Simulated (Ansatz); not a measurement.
# CH₆O₂Sn: one species, many methods

How much do the methods differ for CH₆O₂Sn? The plan is to run it at one geometry with functionals of several rungs and with coupled cluster. The yardstick is the atomisation energy at the CCSD(T) limit.

The runs use Ansatz 0.2.0, Gaussian basis; functionals in def2-TZVPP, the program's frozen cores in correlated methods.

Plan: PBE-D4, r2SCAN-D4, PBE0-D4, B3LYP-D4, ωB97X-V, ωB97M-V, B2PLYP; CCSD(T)/def2-TZVPP; MP2/def2-QZVPP; extrapolation to the limit.

## (1) The geometry

The geometry comes from an earlier relaxation with PBE0-D4 in a triple-zeta def2 set; it is a stationary point, not always the lowest conformer. Sn takes the def2 core potential; no spin-orbit term is included.

SMILES `OC[O][SnH3]`, 10 atoms, charge 0, spin multiplicity 1.

Atoms are counted from 1 here; the program's logs count them from 0.

Bond lengths: O1–C2 1.389 Å, O1–H5 0.962 Å, C2–O3 1.394 Å, C2–H6 1.099 Å, C2–H7 1.106 Å, O3–Sn4 1.973 Å, Sn4–H8 1.708 Å, Sn4–H9 1.696 Å, Sn4–H10 1.707 Å. Angles: C2–O1–H5 107.4°, O1–C2–O3 109.8°, O1–C2–H6 105.4°, O1–C2–H7 110.7°, O3–C2–H6 112.0°, O3–C2–H7 110.2°, H6–C2–H7 108.7°, C2–O3–Sn4 120.2°, O3–Sn4–H8 107.3°, O3–Sn4–H9 103.1°, O3–Sn4–H10 107.4°, H8–Sn4–H9 113.4°, H8–Sn4–H10 111.3°, H9–Sn4–H10 113.6°.

As a file:

```
O     0.0925    2.4103    0.2199
C     0.2107    1.0567    0.5090
O    -0.1072    0.3033   -0.6200
Sn   -0.0397   -1.6668   -0.5494
H    -0.7983    2.5564   -0.1135
H     1.2555    0.9142    0.8170
H    -0.4487    0.7778    1.3517
H    -1.1359   -2.1692    0.6603
H    -0.5077   -2.1249   -2.1143
H     1.5617   -2.1090   -0.1577
```

## (2) PBE-D4 (GGA)

Input file in.yaml:

```yaml
crystal:
  periodic: [false, false, false]
  atoms:
    - {symbol: O, position_ang: [0.092504, 2.410282, 0.219929]}
    - {symbol: C, position_ang: [0.210696, 1.056743, 0.509043]}
    - {symbol: O, position_ang: [-0.107167, 0.303314, -0.620016]}
    - {symbol: Sn, position_ang: [-0.039666, -1.666846, -0.549410]}
    - {symbol: H, position_ang: [-0.798262, 2.556414, -0.113492]}
    - {symbol: H, position_ang: [1.255544, 0.914240, 0.817049]}
    - {symbol: H, position_ang: [-0.448651, 0.777807, 1.351667]}
    - {symbol: H, position_ang: [-1.135901, -2.169164, 0.660293]}
    - {symbol: H, position_ang: [-0.507694, -2.124853, -2.114328]}
    - {symbol: H, position_ang: [1.561698, -2.109036, -0.157734]}
basis:
  gaussian: {orbitals: def2-TZVPP}
hamiltonian: {xc: pbe, dispersion: d4}
output: {forces: true, orbitals: {seedname: orbitals}}
```

The run is started by

```sh
ansatz run in.yaml --threads 4 --pin off --events-out ev --progress --plain --max-ram 10444MiB
```

Further steps of the session: r2SCAN-D4 (meta-GGA); PBE0-D4 (hybrid); B3LYP-D4 (hybrid); ωB97X-V (range-separated); ωB97M-V (range-separated); B2PLYP (double hybrid); CCSD(T) in def2-TZVPP; MP2 in def2-QZVPP.

**Question.** What will the summary of the whole plan be? Wanted: atomisation energy, CCSD(T)/CBS; farthest; mean size of error, hybrid; mean size of error, range-separated; gap, smallest and largest; T1 diagnostic; triples share of the correlation energy.

As calculated:

| quantity | value |
| --- | --- |
| atomisation energy, CCSD(T)/CBS | 774.4 kcal/mol |
| functionals within 7.7 kcal/mol (1.0 %) | PBE-D4, r2SCAN-D4, ωB97X-V, ωB97M-V |
| farthest | B2PLYP (-17.2 kcal/mol) |
| mean size of error, hybrid | 11.3 kcal/mol |
| mean size of error, range-separated | 3.1 kcal/mol |
| gap, smallest and largest | 4.71 eV (PBE-D4), 11.30 eV (ωB97X-V) |
| T1 diagnostic | 0.0135 |
| triples share of the correlation energy | 3.3 % |

**Reading.** PBE-D4 is off by +5.6 kcal/mol. Double hybrids carry the basis error of their MP2 part in triple zeta, and no dispersion term here, so their miss is partly the set-up's. The reference freezes the cores and leaves out spin-orbit coupling and excitations past (T), and its outer-core shells are covered unevenly, so misses under about 7.7 kcal/mol can't be ranked. All levels share the lack of spin-orbit coupling, which lowers the free heavy atoms and so the true binding. Hartree-Fock recovers 68 % of the binding; the rest is correlation. The gap grows from 4.7 to 11.3 eV across the functionals, mostly with the share of exact exchange. Correlated methods include outer-core shells of Sn, which these sets cover unevenly.
